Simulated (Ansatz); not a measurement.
# AlCl3H5NSi: how energies converge with the basis set

Aim: see how fast density functionals converge with the basis set for AlCl3H5NSi.

Computed with Ansatz 0.2.0, Gaussian basis. Level: one geometry, several basis sets.

Levels to be run: PBE0-D4/def2-SVP; ωB97M-V/def2-SVP; PBE0-D4/def2-QZVPP; ωB97M-V/def2-QZVPP; the functionals' def2-TZVPP values are taken from earlier runs.

**1. Structure used throughout**

An earlier PBE0-D4 in a triple-zeta def2 set relaxation fixed the geometry.

SMILES `[SiH3][NH2+][Al-]([Cl])([Cl])[Cl]`, 11 atoms, charge 0, spin multiplicity 1.

Atoms are counted from 1 here; the program's logs count them from 0.

Bond lengths: Si1–N2 1.809 Å, Si1–H7 1.484 Å, Si1–H8 1.474 Å, Si1–H9 1.474 Å, N2–Al3 1.999 Å, N2–H10 1.019 Å, N2–H11 1.019 Å, Al3–Cl4 2.115 Å, Al3–Cl5 2.114 Å, Al3–Cl6 2.114 Å. Angles: N2–Si1–H7 106.5°, N2–Si1–H8 106.9°, N2–Si1–H9 106.9°, H7–Si1–H8 110.8°, H7–Si1–H9 110.8°, H8–Si1–H9 114.5°, Si1–N2–Al3 118.1°, Si1–N2–H10 110.9°, Si1–N2–H11 110.9°, Al3–N2–H10 104.9°, Al3–N2–H11 104.9°, H10–N2–H11 106.2°, N2–Al3–Cl4 103.7°, N2–Al3–Cl5 101.1°, N2–Al3–Cl6 101.1°, Cl4–Al3–Cl5 115.5°, Cl4–Al3–Cl6 115.5°, Cl5–Al3–Cl6 116.5°.

**2. PBE0-D4 in def2-SVP**

in.yaml reads:

```yaml
crystal:
  periodic: [false, false, false]
  atoms:
    - {symbol: Si, position_ang: [-0.144444, -1.462866, 0.727619]}
    - {symbol: N, position_ang: [0.722875, -0.028088, 0.048018]}
    - {symbol: Al, position_ang: [-0.371869, 1.444418, -0.745809]}
    - {symbol: Cl, position_ang: [-2.362140, 0.762116, -0.525518]}
    - {symbol: Cl, position_ang: [0.365928, 1.476172, -2.727062]}
    - {symbol: Cl, position_ang: [0.176015, 3.069077, 0.491537]}
    - {symbol: H, position_ang: [0.900794, -2.378623, 1.248720]}
    - {symbol: H, position_ang: [-0.878790, -2.087615, -0.386852]}
    - {symbol: H, position_ang: [-0.999627, -0.968872, 1.821367]}
    - {symbol: H, position_ang: [1.292416, 0.424845, 0.761775]}
    - {symbol: H, position_ang: [1.364243, -0.307463, -0.693295]}
basis:
  gaussian: {orbitals: def2-SVP}
hamiltonian: {xc: pbe0, dispersion: d4}
output: {orbitals: {seedname: orbitals}}
```

The run is started by

```bash
ansatz run in.yaml --threads 4 --pin off --events-out ev --progress --plain --max-ram 11315MiB
```

Further steps of the session: ωB97M-V in def2-SVP; PBE0-D4 in def2-QZVPP; ωB97M-V in def2-QZVPP.

**Question.** What will the summary of the whole plan be? Wanted: PBE0-D4: double and triple zeta above quadruple; ωB97M-V: double and triple zeta above quadruple.

**Answer**, as computed:

```
                                       quantity           value
PBE0-D4: double and triple zeta above quadruple  21.46, 1.68 eV
ωB97M-V: double and triple zeta above quadruple  21.27, 1.59 eV
```

What this shows: PBE0-D4 gains 19.78 eV from double to triple zeta, then 1.68 eV more. Total energies overstate the basis error of differences, where much of it tends to cancel. The LUMO of ωB97M-V is positive and keeps falling with the basis (1.17 to 0.31 eV): an unbound level that the basis holds in place.
